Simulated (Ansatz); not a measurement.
**AlAsClH3 (SMILES [Cl][AlH][AsH2]): single points off equilibrium**

A test off equilibrium: a structure displaced at random from a GFN2-xTB minimum is computed at several levels, and each is set against CCSD(T).

Program: Ansatz 0.2.0, Gaussian basis. Level of theory: single points in def2-TZVPP. These are calculated values, not measurements.

Correlated methods freeze the cores. Filled d shells of the heavier atoms are correlated.

**1. Starting geometry**

SMILES `[Cl][AlH][AsH2]`, 6 atoms, charge 0, spin multiplicity 1.

Atoms are counted from 1 here; the program's logs count them from 0.

Bond lengths: Cl1–Al2 2.127 Å, Al2–As3 2.503 Å, Al2–H4 1.566 Å, As3–H5 1.722 Å. Angles: Cl1–Al2–As3 129.6°, Cl1–Al2–H4 101.6°, As3–Al2–H4 127.5°, Al2–As3–H5 73.1°.

Geometry (Å):

```xyz
6

Cl   -2.1689   -1.1848    0.8718
Al   -0.3392   -0.7821   -0.1343
As    1.4521    0.8758    0.4184
H    -0.2372   -2.0070   -1.1043
H     0.8939    1.2519   -1.1662
H     0.0292    1.9048    0.9293
```

**2. CCSD(T)/def2-TZVPP**

run/in.yaml

```yaml
crystal:
  periodic: [false, false, false]
  atoms:
    - {symbol: Cl, position_ang: [-2.168900, -1.184800, 0.871800]}
    - {symbol: Al, position_ang: [-0.339200, -0.782100, -0.134300]}
    - {symbol: As, position_ang: [1.452100, 0.875800, 0.418400]}
    - {symbol: H, position_ang: [-0.237200, -2.007000, -1.104300]}
    - {symbol: H, position_ang: [0.893900, 1.251900, -1.166200]}
    - {symbol: H, position_ang: [0.029200, 1.904800, 0.929300]}
basis:
  gaussian: {orbitals: def2-TZVPP}
correlation: {method: ccsd_t}
output: {forces: true}
```

The command line of these runs was not kept.

**3. PBE0-D4/def2-TZVPP**

Changes to run/in.yaml since step 2:

```diff
@@ -11,3 +11,3 @@
   gaussian: {orbitals: def2-TZVPP}
-correlation: {method: ccsd_t}
-output: {forces: true}
+hamiltonian: {xc: pbe0, dispersion: d4}
+output: {forces: true, orbitals: {seedname: orbitals}}
```

**4. wB97M-V/def2-TZVPP**

Changes to run/in.yaml since step 3:

```diff
@@ -11,3 +11,3 @@
   gaussian: {orbitals: def2-TZVPP}
-hamiltonian: {xc: pbe0, dispersion: d4}
-output: {forces: true, orbitals: {seedname: orbitals}}
+hamiltonian: {xc: {name: wB97M-V}}
+output: {forces: true}
```

**5. r2SCAN-D4/def2-TZVPP**

Changes to run/in.yaml since step 4:

```diff
@@ -11,3 +11,3 @@
   gaussian: {orbitals: def2-TZVPP}
-hamiltonian: {xc: {name: wB97M-V}}
+hamiltonian: {xc: r2scan, dispersion: d4}
 output: {forces: true}
```

**6. PBE-D4/def2-TZVPP**

Changes to run/in.yaml since step 5:

```diff
@@ -11,3 +11,3 @@
   gaussian: {orbitals: def2-TZVPP}
-hamiltonian: {xc: r2scan, dispersion: d4}
+hamiltonian: {xc: pbe, dispersion: d4}
 output: {forces: true}
```

**7. r2SCAN0-D4/def2-TZVPP**

Changes to run/in.yaml since step 6:

```diff
@@ -11,3 +11,3 @@
   gaussian: {orbitals: def2-TZVPP}
-hamiltonian: {xc: pbe, dispersion: d4}
+hamiltonian: {xc: {name: r2SCAN0}, dispersion: d4}
 output: {forces: true}
```

**8. CAM-B3LYP-D4/def2-TZVPP**

Changes to run/in.yaml since step 7:

```diff
@@ -11,3 +11,3 @@
   gaussian: {orbitals: def2-TZVPP}
-hamiltonian: {xc: {name: r2SCAN0}, dispersion: d4}
+hamiltonian: {xc: {name: CAM-B3LYP}, dispersion: d4}
 output: {forces: true}
```

(Steps that only read results are left out.)

**Question.** What will these runs give? Wanted: energy less free atoms, CCSD(T)/def2-TZVPP; RMS force component; RMS force error; HOMO and LUMO, PBE0-D4; T1 diagnostic.

As calculated:

```
                                  quantity                                                                                                   value
energy less free atoms, CCSD(T)/def2-TZVPP                                                                                          -1405.6 kJ/mol
                       RMS force component                                                                    1.153 to 1.372 eV/Å over the methods
                           RMS force error  PBE0-D4 0.040, wB97M-V 0.073, r2SCAN-D4 0.026, PBE-D4 0.152, r2SCAN0-D4 0.104, CAM-B3LYP-D4 0.091 eV/Å
                    HOMO and LUMO, PBE0-D4                                                                                      -7.68 and -1.73 eV
                             T1 diagnostic                                                                                                   0.012
```

What this shows: Against CCSD(T) the functionals' energies less atoms differ by -58.4 to -25.8 kJ/mol, PBE-D4 by -55.6 kJ/mol. CCSD(T) in triple zeta still lacks some correlation energy of the bonds, so part of these gaps is its own basis error and they don't rank the functionals. For forces r2SCAN-D4 does best and PBE-D4 worst. Frozen-core CCSD(T) forces in triple zeta carry basis errors of their own, and this is one geometry, so small gaps rank nothing.
